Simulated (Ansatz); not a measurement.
# C2H10GeN2: the cost of one run

Computed with Ansatz 0.2.0, Gaussian basis. Level: functionals in def2-TZVPP, the program's frozen cores in correlated methods.

Plan: LDA (SPW92), PBE-D4, revPBE-D4, BLYP-D4, r2SCAN-D4, B97M-V, PBE0-D4, B3LYP-D4, r2SCANh-D4, r2SCAN0-D4, HSE06-D4, BHLYP-D4, CAM-B3LYP-D4, LC-ωPBE, ωB97X-V, ωB97M-V, B2PLYP, PBE-QIDH; CCSD(T)/def2-SVP; MP2/def2-TZVPP; MP2/def2-QZVPP; RPA on PBE.

**1. The geometry**

An earlier PBE0-D4 in a triple-zeta def2 set relaxation fixed the geometry.

SMILES `C[NH][GeH2][NH]C`, 15 atoms, charge 0, spin multiplicity 1.

Atoms are counted from 1 here; the program's logs count them from 0.

Bond lengths: C1–N2 1.448 Å, C1–H6 1.093 Å, C1–H7 1.094 Å, C1–H8 1.098 Å, N2–Ge3 1.827 Å, N2–H9 1.008 Å, Ge3–N4 1.839 Å, Ge3–H10 1.538 Å, Ge3–H11 1.547 Å, N4–C5 1.447 Å, N4–H12 1.009 Å, C5–H13 1.100 Å, C5–H14 1.094 Å, C5–H15 1.094 Å. Angles: N2–C1–H6 109.6°, N2–C1–H7 110.3°, N2–C1–H8 114.5°, H6–C1–H7 107.0°, H6–C1–H8 107.0°, H7–C1–H8 108.2°, C1–N2–Ge3 120.1°, C1–N2–H9 113.0°, Ge3–N2–H9 114.5°, N2–Ge3–N4 110.2°, N2–Ge3–H10 110.1°, N2–Ge3–H11 104.9°, N4–Ge3–H10 105.0°, N4–Ge3–H11 113.9°, H10–Ge3–H11 112.9°, Ge3–N4–C5 119.4°, Ge3–N4–H12 114.6°, C5–N4–H12 112.7° and more.

**2. LDA**

This LDA is Slater exchange with PW92 correlation.

The input, in.yaml:

```yaml
crystal:
  periodic: [false, false, false]
  atoms:
    - {symbol: C, position_ang: [-1.670622, 1.121202, 0.781048]}
    - {symbol: N, position_ang: [-0.251799, 1.193921, 1.063471]}
    - {symbol: Ge, position_ang: [0.766883, -0.322617, 1.037159]}
    - {symbol: N, position_ang: [0.410853, -1.300418, -0.478530]}
    - {symbol: C, position_ang: [0.820221, -0.786335, -1.767835]}
    - {symbol: H, position_ang: [-2.121598, 0.320932, 1.374097]}
    - {symbol: H, position_ang: [-2.164590, 2.052776, 1.073167]}
    - {symbol: H, position_ang: [-1.915153, 0.918554, -0.270325]}
    - {symbol: H, position_ang: [0.190354, 2.001687, 0.652620]}
    - {symbol: H, position_ang: [0.374231, -1.242935, 2.205172]}
    - {symbol: H, position_ang: [2.227303, 0.178061, 1.130934]}
    - {symbol: H, position_ang: [0.572122, -2.292461, -0.385610]}
    - {symbol: H, position_ang: [1.901497, -0.845013, -1.962542]}
    - {symbol: H, position_ang: [0.305708, -1.314482, -2.576612]}
    - {symbol: H, position_ang: [0.532790, 0.266329, -1.846814]}
basis:
  gaussian: {orbitals: def2-TZVPP}
hamiltonian: {xc: lda}
output: {orbitals: {seedname: orbitals}}
```

Started as:

```sh
> ansatz run in.yaml --threads 4 --pin off --events-out ev --progress --plain --max-ram 11315MiB
```

Q: Estimate wall time and peak memory on 4 threads of AMD EPYC, shared host.

About 4.3 s, with a peak of 0.47 GiB.
